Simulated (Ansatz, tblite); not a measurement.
**C₂₀H₁₂O₅: rung by rung**

One table from this session's results is given with a row withheld; the runs are named, their logs left out.

The runs use Ansatz 0.2.0, Gaussian basis; as each input shows.

Levels to be run: GFN1-xTB, GFN2-xTB, PBE-D4/def2-TZVP, r2SCAN-D4/def2-TZVP, PBE-D4/def2-SVP, PBE0-D4/def2-SVP.

1 further run of the same task is left out (set aside as unsound or not needed).

### The geometry

The geometry is that of the singlet, from an earlier relaxation (PBE-D4/def2-SVP).

SMILES `c1coc(-c2ccc(-c3ccc(-c4ccc(-c5ccco5)o4)o3)o2)c1`, 37 atoms, charge 0, spin multiplicity 1.

Bond lengths: C1–C2 1.376 Å, C1–C25 1.431 Å, C1–H26 1.095 Å, C2–O3 1.364 Å, C2–H27 1.094 Å, O3–C4 1.370 Å, C4–C5 1.435 Å, C4–C25 1.387 Å, C5–C6 1.388 Å, C5–O24 1.370 Å, C6–C7 1.422 Å, C6–H28 1.094 Å, C7–C8 1.390 Å, C7–H29 1.094 Å, C8–C9 1.431 Å, C8–O24 1.371 Å, C9–C10 1.390 Å, C9–O23 1.371 Å and more. Angles: C2–C1–C25 106.3°, C2–C1–H26 126.4°, C25–C1–H26 127.3°, C1–C2–O3 110.5°, C1–C2–H27 133.8°, O3–C2–H27 115.7°, C2–O3–C4 107.2°, O3–C4–C5 116.8°, O3–C4–C25 110.0°, C5–C4–C25 133.2°, C4–C5–C6 132.9°, C4–C5–O24 117.1°, C6–C5–O24 110.0°, C5–C6–C7 106.4°, C5–C6–H28 125.6°, C7–C6–H28 127.9°, C6–C7–C8 106.4°, C6–C7–H29 128.0° and more.

PBE0-D4/def2-TZVP was run before; its log isn't repeated, and its numbers join the tables.

Set-up of the first run:

Tight binding, by tblite at 300 K electronic temperature and without a spin-polarisation term:

```python
tblite.interface.Calculator('GFN1-xTB', numbers, positions, charge=0, uhf=0).singlepoint()
```

Tight binding, by tblite at 300 K electronic temperature and without a spin-polarisation term:

```python
tblite.interface.Calculator('GFN2-xTB', numbers, positions, charge=0, uhf=0).singlepoint()
```

start.molden holds the orbitals of an earlier run on this state, given as this run's starting guess.

Contents of in.yaml:

```yaml
crystal:
  periodic: [false, false, false]
  atoms:
    - {symbol: C, position_ang: [-7.670417, 1.407705, -0.927195]}
    - {symbol: C, position_ang: [-8.078707, 0.304375, -0.213061]}
    - {symbol: O, position_ang: [-7.000313, -0.395376, 0.243521]}
    - {symbol: C, position_ang: [-5.879040, 0.265502, -0.183700]}
    - {symbol: C, position_ang: [-4.612908, -0.300439, 0.185934]}
    - {symbol: C, position_ang: [-4.258572, -1.425812, 0.917938]}
    - {symbol: C, position_ang: [-2.836682, -1.458729, 0.941410]}
    - {symbol: C, position_ang: [-2.407150, -0.350353, 0.221800]}
    - {symbol: C, position_ang: [-1.107449, 0.153429, -0.103511]}
    - {symbol: C, position_ang: [-0.664809, 1.258228, -0.821417]}
    - {symbol: C, position_ang: [0.756348, 1.215361, -0.790375]}
    - {symbol: C, position_ang: [1.098865, 0.086537, -0.055722]}
    - {symbol: C, position_ang: [2.352069, -0.492079, 0.323139]}
    - {symbol: C, position_ang: [2.688496, -1.622712, 1.058405]}
    - {symbol: C, position_ang: [4.109097, -1.668096, 1.091009]}
    - {symbol: C, position_ang: [4.557293, -0.563979, 0.375257]}
    - {symbol: C, position_ang: [5.874361, -0.077633, 0.062850]}
    - {symbol: C, position_ang: [7.144490, -0.546032, 0.371557]}
    - {symbol: C, position_ang: [8.063434, 0.373205, -0.223660]}
    - {symbol: C, position_ang: [7.297532, 1.331158, -0.849459]}
    - {symbol: O, position_ang: [5.971141, 1.067402, -0.681810]}
    - {symbol: O, position_ang: [3.486813, 0.150852, -0.091858]}
    - {symbol: O, position_ang: [-0.034452, -0.560736, 0.363218]}
    - {symbol: O, position_ang: [-3.487877, 0.355623, -0.239143]}
    - {symbol: C, position_ang: [-6.239906, 1.388026, -0.913447]}
    - {symbol: H, position_ang: [-8.319391, 2.147767, -1.408024]}
    - {symbol: H, position_ang: [-9.057486, -0.107011, 0.052058]}
    - {symbol: H, position_ang: [-4.955826, -2.133606, 1.376990]}
    - {symbol: H, position_ang: [-2.188038, -2.197387, 1.422420]}
    - {symbol: H, position_ang: [-1.304083, 2.002314, -1.306797]}
    - {symbol: H, position_ang: [1.461578, 1.917715, -1.245805]}
    - {symbol: H, position_ang: [1.982156, -2.324510, 1.512517]}
    - {symbol: H, position_ang: [4.739089, -2.418594, 1.579775]}
    - {symbol: H, position_ang: [7.380771, -1.441897, 0.955330]}
    - {symbol: H, position_ang: [9.157678, 0.330635, -0.192540]}
    - {symbol: H, position_ang: [7.532846, 2.227426, -1.431939]}
    - {symbol: H, position_ang: [-5.550938, 2.101731, -1.375696]}
basis:
  gaussian: {orbitals: def2-TZVP, fitting: {mean_field: def2-universal-jkfit}, initial_orbitals: start.molden}
hamiltonian: {xc: pbe, dispersion: d4}
scf: {omitted_lower_state_checks: [starts]}
output: {orbitals: {seedname: orbitals}}
```

The run is started by

```console
ansatz run in.yaml --threads 2 --pin off --events-out ev --progress --plain --max-ram 32768MiB --backend cuda --devices 0, --max-vram 18GiB
```

Steps of the session up to this table: PBE-D4/def2-TZVP; r2SCAN-D4/def2-TZVP; PBE-D4/def2-SVP; PBE0-D4/def2-SVP.

One of the session's tables, all rows but one given; the rest of the session is left out.

It belongs to the step «Binding energy». 

```
              level  binding an atom (eV)
    PBE-D4/def2-SVP                 5.677
   PBE-D4/def2-TZVP                 5.570
r2SCAN-D4/def2-TZVP                     ?
   PBE0-D4/def2-SVP                 5.503
  PBE0-D4/def2-TZVP                 5.400
```

**Question.** Estimate the row for r2SCAN-D4/def2-TZVP.

**Answer.** binding an atom (eV): 5.353. In the column «binding an atom (eV)» it is the lowest.

Limits of these values: Free atoms were run apart at each level; binding is atoms less cluster, divided by the number of atoms, without zero-point or spin-orbit terms.
